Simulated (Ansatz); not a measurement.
**AsH− (doublet): B2PLYP, RPA-PBE over a scan of the distance As1–H2, aug-cc-pVDZ**

Aim: run AsH− (doublet) with these functionals over a scan of the distance As1–H2, and hold them against the top wave-function level at the same points.

The runs use Ansatz 0.2.0, Gaussian basis; aug-cc-pVDZ, all electrons in the functionals, frozen cores in the correlation of double hybrids and RPA.

To be run: B2PLYP, RPA-PBE, at 1.260 Å; 1.414 Å; 1.548 Å; 1.662 Å; 1.870 Å; 2.178 Å; 2.489 Å; 2.861 Å; 3.320 Å; 4.263 Å; 5.233 Å.

1 further run of the same task is left out (for a known fault of the program). Runs told in other sessions of the task aren't counted.

## (1) What is computed

The geometry derives from a PBE0/def2-TZVPD stationary point (not a proven minimum). One bond is set to the value named and the two fragments are kept rigid. No spin-orbit coupling is included. The filled d shell of As may be among the frozen orbitals whatever the setting's name suggests.

2 atoms, charge -1, spin multiplicity 2.

Atoms are counted from 1 here; the program's logs count them from 0.

Bond lengths: As1–H2 1.548 Å.

No dispersion term is added.

The geometry shown and the zero of energy belong to the point 1.548 Å. The yardstick, FCI, and other wave-function levels (R restricted, U unrestricted, valence and pair active spaces) come from earlier runs.

## (2) B2PLYP, 1.260 Å

Contents of in.yaml:

```yaml
crystal:
  periodic: [false, false, false]
  atoms:
    - {symbol: As, position_ang: [0.000000, 0.000000, 0.000000]}
    - {symbol: H, position_ang: [0.000000, 0.000000, 1.260000]}
basis:
  gaussian: {orbitals: aug-cc-pVDZ}
total_charge: -1
magnetization: {spin_polarized: true, initial_magnetization: 1}
hamiltonian: {xc: {name: B2PLYP}}
correlation: {electrons: outside_noble_gas}
```

Started as:

```
$ ansatz run in.yaml --threads 1 --pin off --events-out ev --progress --plain --max-ram 4096MiB --backend cpu
```

After this run come: B2PLYP, 1.414 Å; B2PLYP, 1.548 Å; B2PLYP, 1.662 Å; B2PLYP, 1.870 Å; B2PLYP, 2.178 Å; B2PLYP, 2.489 Å; B2PLYP, 2.861 Å; B2PLYP, 3.320 Å; B2PLYP, 4.263 Å; B2PLYP, 5.233 Å; RPA-PBE, 1.260 Å; RPA-PBE, 1.414 Å; RPA-PBE, 1.548 Å; RPA-PBE, 1.662 Å; RPA-PBE, 1.870 Å; RPA-PBE, 2.178 Å; RPA-PBE, 2.489 Å; RPA-PBE, 2.861 Å; RPA-PBE, 3.320 Å; RPA-PBE, 4.263 Å; RPA-PBE, 5.233 Å.

Before running them: what should the planned runs give, taken together? Wanted: span of the FCI curve; largest miss, B2PLYP; largest miss, RPA-PBE.

The runs gave:

```
             quantity                   value
span of the FCI curve            286.4 kJ/mol
 largest miss, B2PLYP  +23.2 kJ/mol (2.489 Å)
largest miss, RPA-PBE  -10.1 kJ/mol (2.489 Å)
```

In words: Of the functionals, RPA-PBE keep the smallest largest miss at the points compared (at most 10.1 kJ/mol) and B2PLYP strays most (23.2 kJ/mol, at 2.489 Å). B2PLYP, RPA-PBE clearly break the spin symmetry at some points (⟨S²⟩ up to 1.04 above the pure value), so energy there is bought with a mixed spin. Functionals and the yardstick converge differently with the basis, so part of each miss in aug-cc-pVDZ is the basis.
